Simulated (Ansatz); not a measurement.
# AlBrCl radical (SMILES [Cl][Al][Br]): a rigid scan of the angle Br3–Al2–Cl1

An exercise on one series of results from a longer session: the logs are not shown, and one member is left open.

The runs use Ansatz 0.2.0, Gaussian basis; single points in def2-TZVPP.

Levels: PBE-D4, r2SCAN-D4, PBE0-D4, B3LYP-D4, wB97M-V, Hartree-Fock, MP2, CCSD, CCSD(T). The scan takes 94.9, 100.9, 106.9, 112.9, 118.9, 124.9, 130.9, 136.9, 142.9°.

Cores are frozen in the correlated methods. Filled d shells of the heavier atoms are correlated. Orbitals are unrestricted. B3LYP uses VWN-RPA correlation.

28 further runs of the same task are left out: 28 set aside as unsound or not needed.

### Starting geometry

The minimum, relaxed at PBE0-D4: 3 atoms, charge 0, spin multiplicity 2.

Atoms are counted from 1 here; the program's logs count them from 0.

Bond lengths: Cl1–Al2 2.102 Å, Al2–Br3 2.266 Å. Angles: Cl1–Al2–Br3 118.9°.

Coordinates:

| atom | x (Å) | y (Å) | z (Å) |
| --- | --- | --- | --- |
| Cl1 | 0.4399 | 1.7611 | 0.4239 |
| Al2 | -0.6481 | 0.1313 | -0.3377 |
| Br3 | 0.1971 | -1.9572 | -0.0994 |

Energies of the minimum (eV), from earlier single points: PBE-D4 -89149.94642, r2SCAN-D4 -89167.35052, PBE0-D4 -89153.98294, B3LYP-D4 -89171.04230, wB97M-V -89164.23569, CCSD(T) -89104.47261.

At the minimum the angle Br3–Al2–Cl1 is 118.9°.

The first run:

The input, ccsdt-tzvpp/in.yaml:

```yaml
crystal:
  periodic: [false, false, false]
  atoms:
    - {symbol: Cl, position_ang: [0.439923, 1.761088, 0.423897]}
    - {symbol: Al, position_ang: [-0.648060, 0.131347, -0.337653]}
    - {symbol: Br, position_ang: [0.859046, -1.429397, 0.315025]}
basis:
  gaussian: {orbitals: def2-TZVPP}
magnetization: {spin_polarized: true, initial_magnetization: 1}
correlation: {method: ccsd_t}
scf: {omitted_lower_state_checks: [cluster_reference]}
```

No record of the launch command was kept for these runs.

Steps of the session up to this table: Br3–Al2–Cl1 = 94.9°; Br3–Al2–Cl1 = 100.9°; Br3–Al2–Cl1 = 106.9°; Br3–Al2–Cl1 = 112.9°; Br3–Al2–Cl1 = 118.9°; Br3–Al2–Cl1 = 124.9°; Br3–Al2–Cl1 = 130.9°; Br3–Al2–Cl1 = 136.9°; Br3–Al2–Cl1 = 142.9°.

One of the session's tables, all rows but one given; the rest of the session is left out.

It belongs to the step «The curves». Energies less that of the minimum at the same level (kJ/mol):

| angle (°) | PBE-D4 | PBE0-D4 | B3LYP-D4 | wB97M-V | Hartree-Fock |
| --- | --- | --- | --- | --- | --- |
| 94.9 | 31.6 | 31.7 | 33.2 | 31.1 | 37.4 |
| 100.9 | 16.4 | 16.3 | 17.2 | 15.8 | 18.9 |
| 106.9 | ? | ? | ? | ? | ? |
| 112.9 | 1.8 | 1.6 | 1.8 | 1.4 | 1.6 |
| 118.9 | 0.0 | 0.0 | 0.0 | 0.0 | 0.0 |
| 118.9 (minimum) | 0.0 | 0.0 | 0.0 | 0.0 | 0.0 |
| 124.9 | 1.0 | 1.4 | 1.2 | 1.4 | 2.1 |
| 130.9 | 4.4 | 5.3 | 5.0 | 5.3 | 7.4 |
| 136.9 | 9.8 | 11.3 | 10.9 | 11.1 | 15.5 |
| 142.9 | 16.9 | 19.3 | 18.7 | 18.7 | 26.3 |

**Question.** Estimate the row for angle (°) = 106.9.

Worked estimate for «PBE-D4». A straight line through the neighbours (100.9, 16.4) and (112.9, 1.8) gives 16.4 + (1.8 − 16.4) × (106.9 − 100.9) / (112.9 − 100.9) = 9.1; a parabola fitted to 4 rows on both sides gives 6.9.

**Answer.** PBE-D4: 6.9; PBE0-D4: 6.7; B3LYP-D4: 7.2; wB97M-V: 6.4; Hartree-Fock: 7.6. In «PBE-D4» the line misses by +2.2 and the parabola by 0.0.
